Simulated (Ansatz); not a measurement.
# C4H3F5: basis-set convergence

How large a basis does C4H3F5 need? Two functionals are run in growing sets.

Method: one geometry, several basis sets; program: Ansatz 0.2.0, Gaussian basis.

Plan: PBE0-D4/def2-SVP; ωB97M-V/def2-SVP; PBE0-D4/def2-QZVPP; ωB97M-V/def2-QZVPP; the functionals' def2-TZVPP values are taken from earlier runs.

## (1) Structure used throughout

The geometry comes from an earlier relaxation with PBE0-D4 in a triple-zeta def2 set; it is a stationary point, not always the lowest conformer.

SMILES `C/C(F)=C(\F)C(F)(F)F`, 12 atoms, charge 0, spin multiplicity 1.

Atoms are counted from 1 here; the program's logs count them from 0.

Bond lengths: C1–C2 1.476 Å, C1–H10 1.093 Å, C1–H11 1.093 Å, C1–H12 1.088 Å, C2–F3 1.332 Å, C2–C4 1.329 Å, C4–F5 1.339 Å, C4–C6 1.498 Å, C6–F7 1.339 Å, C6–F8 1.339 Å, C6–F9 1.326 Å. Angles: C2–C1–H10 109.7°, C2–C1–H11 109.7°, C2–C1–H12 111.0°, H10–C1–H11 107.8°, H10–C1–H12 109.2°, H11–C1–H12 109.2°, C1–C2–F3 114.0°, C1–C2–C4 125.9°, F3–C2–C4 120.1°, C2–C4–F5 119.3°, C2–C4–C6 129.5°, F5–C4–C6 111.2°, C4–C6–F7 110.4°, C4–C6–F8 110.4°, C4–C6–F9 112.6°, F7–C6–F8 106.9°, F7–C6–F9 108.1°, F8–C6–F9 108.1°.

## (2) PBE0-D4 in def2-SVP

File in.yaml:

```yaml
crystal:
  periodic: [false, false, false]
  atoms:
    - {symbol: C, position_ang: [-1.577530, -0.283832, -1.156795]}
    - {symbol: C, position_ang: [-0.478354, -0.492991, -0.193461]}
    - {symbol: F, position_ang: [-0.437512, -1.719663, 0.323743]}
    - {symbol: C, position_ang: [0.421775, 0.414132, 0.170104]}
    - {symbol: F, position_ang: [0.364993, 1.642680, -0.359707]}
    - {symbol: C, position_ang: [1.562777, 0.292068, 1.133461]}
    - {symbol: F, position_ang: [1.434591, 1.182293, 2.125011]}
    - {symbol: F, position_ang: [2.722535, 0.557066, 0.519745]}
    - {symbol: F, position_ang: [1.648378, -0.916666, 1.673001]}
    - {symbol: H, position_ang: [-2.537151, -0.471320, -0.667948]}
    - {symbol: H, position_ang: [-1.481020, -0.990114, -1.985558]}
    - {symbol: H, position_ang: [-1.566484, 0.731150, -1.547596]}
basis:
  gaussian: {orbitals: def2-SVP}
hamiltonian: {xc: pbe0, dispersion: d4}
output: {orbitals: {seedname: orbitals}}
```

The run is started by

```
ansatz run in.yaml --threads 2 --pin off --events-out ev --progress --plain --max-ram 32768MiB --backend cpu
```

The log of the run:

```text
Functional definition: PBE0
  name "PBE0"
  cite "Adamo & Barone, J. Chem. Phys. 110, 6158 (1999) doi:10.1063/1.478522"
  cite "Perdew, Burke & Ernzerhof, Phys. Rev. Lett. 77, 3865 (1996) doi:10.1103/PhysRevLett.77.3865"
  parent pbe
  parameter a = 0.25
  parameter kappa = 0.804
  parameter beta = 0.06672455060314922
  exchange = (1 - a)*pbe_x(kappa = kappa, mu = beta*pi^2/3) + a*exact_x
  correlation = pbe_c(beta = beta)
1546 factors; their error is unknown
mean field evaluation 1: about -17744.6465 eV, gradient 5.0e1 eV
mean field evaluation 2: about -17743.3094 eV, gradient 5.8e1 eV
mean field evaluation 4: about -17749.2958 eV, gradient 2.7e0 eV
mean field evaluation 8: about -17749.3067 eV, gradient 6.0e-2 eV
mean field evaluation 16: about -17749.3155 eV, gradient 8.7e-5 eV
mean field -17749.31552616 eV, -652.2753146681 hartree, gradient 8.7e-5 eV, S^2 0.000000; 0 other end points of the search recorded, 0 dependent functions left out
reference -17749.31554494 eV, -652.2753153583 hartree; 36, 36 occupied and 105, 105 virtual orbitals, 1546 factors
Total energy: -17749.52625454 eV, -652.2830587935 hartree
```

Wall time 3.6 s (2 threads of AMD EPYC 7R13, shared host); peak memory 0.43 GiB.

## (3) ωB97M-V in def2-SVP

in.yaml: that of step 2 with these lines changed.

```diff
@@ -17,3 +17,3 @@
   gaussian: {orbitals: def2-SVP}
-hamiltonian: {xc: pbe0, dispersion: d4}
+hamiltonian: {xc: {name: wB97M-V}}
 output: {orbitals: {seedname: orbitals}}
```

Same command.

The log of the run:

```text
Functional definition: wB97M-V
  name "wB97M-V"
  cite "Mardirossian & Head-Gordon, J. Chem. Phys. 144, 214110 (2016) doi:10.1063/1.4952647"
  cite "Becke, J. Chem. Phys. 107, 8554 (1997) doi:10.1063/1.475007"
  cite "Vydrov & Van Voorhis, J. Chem. Phys. 133, 244103 (2010) doi:10.1063/1.3521275"
  # Of w^i u^j: cxij and so on, Table III.
  parameter omega = 0.3/bohr
  parameter cx = 0.15
  parameter cx01 = 1.007
  parameter cx10 = 0.259
  parameter css00 = 0.443
  parameter css04 = -1.437
  parameter css10 = -4.535
  parameter css20 = -3.390
  parameter css43 = 4.278
  parameter cos00 = 1.000
  parameter cos10 = 1.358
  parameter cos20 = 2.924
  parameter cos21 = -8.812
  parameter cos60 = -1.390
  parameter cos61 = 9.142
  parameter b = 6.0
  parameter c = 0.01
  gx(w, u) = 1 - cx + cx01*u + cx10*w
  gss(w, u) = css00 + css04*u^4 + css10*w + css20*w^2 + css43*w^4*u^3
  gos(w, u) = cos00 + cos10*w + (cos20 + cos21*u)*w^2 + (cos60 + cos61*u)*w^6
  exchange = spin_sum(e_x_unif_sr(omega)*gx(b97_w, b97_u_x)) + cx*exact_x_sr(omega) + exact_x_lr(omega)
  correlation = spin_sum(e_c_pw_mod_same_spin*gss(b97_w, b97_u_same))
      + integral(e_c_pw_mod_opposite_spin*gos(b97_w_opposite, b97_u_opposite)) + vv10(b, c)
1546 factors; their error is unknown
290 factors; integrals over basis functions are off by at most 7.6e-6 eV
mean field evaluation 1: about -17757.4530 eV, gradient 5.1e1 eV
mean field evaluation 2: about -17758.4255 eV, gradient 4.9e1 eV
mean field evaluation 4: about -17762.0296 eV, gradient 1.6e0 eV
mean field evaluation 8: about -17762.0331 eV, gradient 1.4e-1 eV
mean field evaluation 16: about -17761.9946 eV, gradient 3.8e-4 eV
mean field -17761.99455637 eV, -652.7412604343 hartree, gradient 1.1e-5 eV, S^2 0.000000; 0 other end points of the search recorded, 0 dependent functions left out
reference -17761.99458608 eV, -652.7412615262 hartree; 36, 36 occupied and 105, 105 virtual orbitals, 1546 factors
Total energy: -17761.99458608 eV, -652.7412615262 hartree
```

Run time: 12 s. Hardware: 2 threads of AMD EPYC 7R13, shared host; peak memory 0.55 GiB.

## (4) PBE0-D4 in def2-QZVPP

in.yaml: that of step 3 with these lines changed.

```diff
@@ -16,4 +16,4 @@
 basis:
-  gaussian: {orbitals: def2-SVP}
-hamiltonian: {xc: {name: wB97M-V}}
+  gaussian: {orbitals: "def2-QZVPP.json"}
+hamiltonian: {xc: pbe0, dispersion: d4}
 output: {orbitals: {seedname: orbitals}}
```

The run is started by

```
ansatz run in.yaml --threads 2 --pin off --events-out ev --progress --plain --max-ram 32768MiB --backend cuda --devices 0, --max-vram 18GiB
```

The log of the run:

```text
Functional definition: PBE0
  name "PBE0"
  cite "Adamo & Barone, J. Chem. Phys. 110, 6158 (1999) doi:10.1063/1.478522"
  cite "Perdew, Burke & Ernzerhof, Phys. Rev. Lett. 77, 3865 (1996) doi:10.1103/PhysRevLett.77.3865"
  parent pbe
  parameter a = 0.25
  parameter kappa = 0.804
  parameter beta = 0.06672455060314922
  exchange = (1 - a)*pbe_x(kappa = kappa, mu = beta*pi^2/3) + a*exact_x
  correlation = pbe_c(beta = beta)
1801 factors; their error is unknown
mean field evaluation 1: about -17765.0095 eV, gradient 6.0e1 eV
mean field evaluation 2: about -17763.7725 eV, gradient 6.5e1 eV
mean field evaluation 4: about -17771.2652 eV, gradient 3.7e0 eV
mean field evaluation 8: about -17771.2999 eV, gradient 6.3e-1 eV
mean field evaluation 16: about -17771.3002 eV, gradient 7.4e-5 eV
mean field -17771.30023384 eV, -653.0832377736 hartree, gradient 7.4e-5 eV, S^2 0.000000; 0 other end points of the search recorded, 0 dependent functions left out
reference -17771.30026786 eV, -653.0832390237 hartree; 36, 36 occupied and 567, 567 virtual orbitals, 1801 factors
Total energy: -17771.51097746 eV, -653.0909824589 hartree
```

Run time: 14 s. Hardware: 1 × H100 (card shared with other runs) with 2 threads of AMD EPYC 7R13, shared host; peak host memory 1.1 GiB.

## (5) ωB97M-V in def2-QZVPP

in.yaml: that of step 4 with these lines changed.

```diff
@@ -17,3 +17,3 @@
   gaussian: {orbitals: "def2-QZVPP.json"}
-hamiltonian: {xc: pbe0, dispersion: d4}
+hamiltonian: {xc: {name: wB97M-V}}
 output: {orbitals: {seedname: orbitals}}
```

Same command.

The log of the run:

```text
Functional definition: wB97M-V
  name "wB97M-V"
  cite "Mardirossian & Head-Gordon, J. Chem. Phys. 144, 214110 (2016) doi:10.1063/1.4952647"
  cite "Becke, J. Chem. Phys. 107, 8554 (1997) doi:10.1063/1.475007"
  cite "Vydrov & Van Voorhis, J. Chem. Phys. 133, 244103 (2010) doi:10.1063/1.3521275"
  # Of w^i u^j: cxij and so on, Table III.
  parameter omega = 0.3/bohr
  parameter cx = 0.15
  parameter cx01 = 1.007
  parameter cx10 = 0.259
  parameter css00 = 0.443
  parameter css04 = -1.437
  parameter css10 = -4.535
  parameter css20 = -3.390
  parameter css43 = 4.278
  parameter cos00 = 1.000
  parameter cos10 = 1.358
  parameter cos20 = 2.924
  parameter cos21 = -8.812
  parameter cos60 = -1.390
  parameter cos61 = 9.142
  parameter b = 6.0
  parameter c = 0.01
  gx(w, u) = 1 - cx + cx01*u + cx10*w
  gss(w, u) = css00 + css04*u^4 + css10*w + css20*w^2 + css43*w^4*u^3
  gos(w, u) = cos00 + cos10*w + (cos20 + cos21*u)*w^2 + (cos60 + cos61*u)*w^6
  exchange = spin_sum(e_x_unif_sr(omega)*gx(b97_w, b97_u_x)) + cx*exact_x_sr(omega) + exact_x_lr(omega)
  correlation = spin_sum(e_c_pw_mod_same_spin*gss(b97_w, b97_u_same))
      + integral(e_c_pw_mod_opposite_spin*gos(b97_w_opposite, b97_u_opposite)) + vv10(b, c)
1801 factors; their error is unknown
369 factors; integrals over basis functions are off by at most 6.0e-6 eV
mean field evaluation 1: about -17779.1624 eV, gradient 5.7e1 eV
mean field evaluation 2: about -17780.4963 eV, gradient 5.4e1 eV
mean field evaluation 4: about -17784.4026 eV, gradient 2.2e0 eV
mean field evaluation 8: about -17784.4172 eV, gradient 4.5e-2 eV
mean field evaluation 16: about -17784.4120 eV, gradient 1.2e-4 eV
mean field -17784.41198212 eV, -653.5650856356 hartree, gradient 4.9e-5 eV, S^2 0.000000; 0 other end points of the search recorded, 0 dependent functions left out
reference -17784.41203585 eV, -653.5650876102 hartree; 36, 36 occupied and 567, 567 virtual orbitals, 1801 factors
Total energy: -17784.41203585 eV, -653.5650876102 hartree
```

It took 14 s on 1 × H100 (card shared with other runs) with 2 threads of AMD EPYC 7R13, shared host; peak host memory 1.2 GiB.

## (6) Density functionals: the series

The def2-TZVPP values come from earlier runs at the same geometry.

| functional | basis | functions | energy (eV) | from the largest (eV) | HOMO (eV) | LUMO (eV) |
| --- | --- | --- | --- | --- | --- | --- |
| PBE0-D4 | def2-SVP | 141 | -17749.5263 | 21.985 | -7.78 | -0.27 |
| PBE0-D4 | def2-TZVPP | 321 | -17770.6180 | 0.893 | -7.87 | -0.40 |
| PBE0-D4 | def2-QZVPP | 603 | -17771.5110 | 0.000 | -7.91 | -0.46 |
| ωB97M-V | def2-SVP | 141 | -17761.9946 | 22.417 | -10.00 | 1.97 |
| ωB97M-V | def2-TZVPP | 321 | -17783.5728 | 0.839 | -10.13 | 1.80 |
| ωB97M-V | def2-QZVPP | 603 | -17784.4120 | 0.000 | -10.17 | 1.69 |

## (7) Summary of results

| quantity | value |
| --- | --- |
| PBE0-D4: double and triple zeta above quadruple | 21.98, 0.89 eV |
| ωB97M-V: double and triple zeta above quadruple | 22.42, 0.84 eV |

What this shows: For PBE0-D4 the step from double to triple zeta gains 21.09 eV and the next only 0.89 eV. Total energies overstate the basis error of differences, where much of it tends to cancel.
